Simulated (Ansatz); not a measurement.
## Molecular dynamics of Ta8HC8

The input (input.yaml):

```yaml
crystal:
  lattice:
    - [0.0, 4.454, 4.454]
    - [4.454, 0.0, 4.454]
    - [4.454, 4.454, 0.0]
  atoms:
    - { symbol: Ta, position: [0.01084626, -0.00352601, -0.00338171] }
    - { symbol: C, position: [0.23808083, 0.25482772, 0.25439576] }
    - { symbol: Ta, position: [-0.01630456, -0.01354416, 0.54329428] }
    - { symbol: C, position: [0.26443395, 0.23975594, 0.74414587] }
    - { symbol: Ta, position: [-0.01039042, 0.49072129, 0.02485988] }
    - { symbol: C, position: [0.27282043, 0.72319946, 0.24116932] }
    - { symbol: Ta, position: [0.01296105, 0.50557975, 0.48458524] }
    - { symbol: C, position: [0.26563102, 0.73955194, 0.75702415] }
    - { symbol: Ta, position: [0.48672283, 0.00683135, 0.00709296] }
    - { symbol: C, position: [0.76347393, 0.24935803, 0.25967204] }
    - { symbol: Ta, position: [0.49748217, 0.02690331, 0.47183541] }
    - { symbol: C, position: [0.76340887, 0.25554181, 0.73160265] }
    - { symbol: Ta, position: [0.51499327, 0.50206874, -0.03524606] }
    - { symbol: C, position: [0.74472677, 0.7508491, 0.26007155] }
    - { symbol: Ta, position: [0.49853958, 0.48840983, 0.50728016] }
    - { symbol: C, position: [0.76217948, 0.7332705, 0.76846984] }
    - { symbol: H, position: [0.53633983, 0.69627229, 0.56953845] }
basis:
  ecutwfc: 420.0
kpoints:
  mp_grid: { grid: [2, 2, 2] }
hamiltonian:
  xc: pbe
  pseudopotentials: { kind: paw, azcp: { folder: soft_1 } }
scf:
  occupations: { method: fermi_dirac, width: 0.1 }
  lower_state_search: "off"
md:
  timestep: 0.5
  n_steps: 300
  ensemble: nvt_nose_hoover
  temperature: 1680.0
  initial_velocities: maxwell_boltzmann
  seed: 151506
  nose_hoover: { tau: 50.0, chain_length: 1 }
```

Launched with:

```bash
$ ansatz run input.yaml --threads 1 --pin off --max-ram 3072MiB --backend cpu --events-out ev --progress --plain --runs-dir out
```

It goes on from the last frame of an earlier run, with new velocities.

Output, in part (step lines):

```
md step     0: t =     0.00 fs  T =  1680.0 K  F+E_penalty+E_count = -81494.11598205 eV  E_kin = 3.474509 eV  conserved = -81490.64147328 eV  (8 SCF iters)
md step     1: t =     0.50 fs  T =  1665.3 K  F+E_penalty+E_count = -81494.08551858 eV  E_kin = 3.444064 eV  conserved = -81490.64145509 eV  (6 SCF iters)
md step     2: t =     1.00 fs  T =  1648.1 K  F+E_penalty+E_count = -81494.04991447 eV  E_kin = 3.408443 eV  conserved = -81490.64147911 eV  (6 SCF iters)
md step     3: t =     1.50 fs  T =  1628.2 K  F+E_penalty+E_count = -81494.00891415 eV  E_kin = 3.367406 eV  conserved = -81490.64153531 eV  (6 SCF iters)
md step     4: t =     2.00 fs  T =  1605.4 K  F+E_penalty+E_count = -81493.96177475 eV  E_kin = 3.320234 eV  conserved = -81490.64160852 eV  (6 SCF iters)
md step     5: t =     2.50 fs  T =  1579.2 K  F+E_penalty+E_count = -81493.90749411 eV  E_kin = 3.265946 eV  conserved = -81490.64168511 eV  (4 SCF iters)
md step     6: t =     3.00 fs  T =  1549.0 K  F+E_penalty+E_count = -81493.84503062 eV  E_kin = 3.203519 eV  conserved = -81490.64175546 eV  (3 SCF iters)
md step     7: t =     3.50 fs  T =  1514.4 K  F+E_penalty+E_count = -81493.77345523 eV  E_kin = 3.132038 eV  conserved = -81490.64181484 eV  (3 SCF iters)
[... lines left out ...]
md step   299: t =   149.50 fs  T =  1701.2 K  F+E_penalty+E_count = -81491.36543180 eV  E_kin = 3.518401 eV  conserved = -81490.63955118 eV  (4 SCF iters)
md step   300: t =   150.00 fs  T =  1669.4 K  F+E_penalty+E_count = -81491.30630050 eV  E_kin = 3.452547 eV  conserved = -81490.63943890 eV  (7 SCF iters)
```

The steps, from the saved trajectory:

```csv
time (fs),T (K),potential energy less start (eV),conserved less start (meV/atom)
0.0,1680,0.000,0.00
5.0,1381,0.618,-0.03
10.0,843,1.744,0.12
15.0,1091,1.253,-0.05
20.0,1427,0.611,0.02
25.0,1526,0.487,0.12
30.0,1339,0.946,-0.05
35.0,852,2.017,0.10
40.0,1150,1.480,0.06
45.0,1365,1.156,0.03
50.0,1547,0.920,-0.07
55.0,1222,1.743,0.15
60.0,1456,1.406,0.05
65.0,1835,0.815,-0.09
70.0,1832,1.033,-0.13
75.0,1550,1.811,0.12
80.0,1639,1.812,0.16
85.0,2325,0.615,-0.01
90.0,2407,0.697,0.08
95.0,1973,1.781,0.12
100.0,1665,2.558,0.20
105.0,2159,1.675,0.08
110.0,2527,1.065,0.12
115.0,2583,1.063,0.05
120.0,2077,2.166,0.22
125.0,2221,1.889,0.08
130.0,2218,1.891,0.07
135.0,2049,2.213,0.14
140.0,2033,2.195,0.13
145.0,1985,2.229,0.06
150.0,1669,2.810,0.12
```

The run went to its last step. The conserved energy stayed within 0.28 meV per atom of its start (net change 0.12 meV per atom), so the integration is sound. The mean temperature of the second half is 25 % above the set value. A run of 0.15 ps of so small a system gives no equilibrium averages. Limits of this set-up: coarse k mesh, odd electron count without spin.

Mean squared displacements from the first frame to the last, about the centre of mass: Ta 0.12 Å², C 0.06 Å², H 3.07 Å².

Last frame:

```xyz
17
Lattice="0.0000 4.4540 4.4540 4.4540 0.0000 4.4540 4.4540 4.4540 0.0000" Properties=species:S:1:pos:R:3
Ta 0.160 -0.249 -0.145
C 2.277 2.411 2.213
Ta 2.083 2.155 0.133
C 4.251 4.441 2.143
Ta 2.118 -0.220 2.324
C 4.554 1.994 4.405
Ta 4.611 2.216 2.094
C 6.515 4.350 4.314
Ta -0.152 2.333 2.258
C 2.376 4.386 4.463
Ta 2.259 4.642 2.272
C 4.477 6.609 4.513
Ta 2.254 2.374 4.304
C 4.315 4.487 6.584
Ta 4.487 4.591 4.593
C 6.762 6.607 6.788
H 7.132 5.180 4.607
```

Run time: 24 min on 1 thread of Arm Neoverse V1 (shared host), peak memory 0.6 GiB.
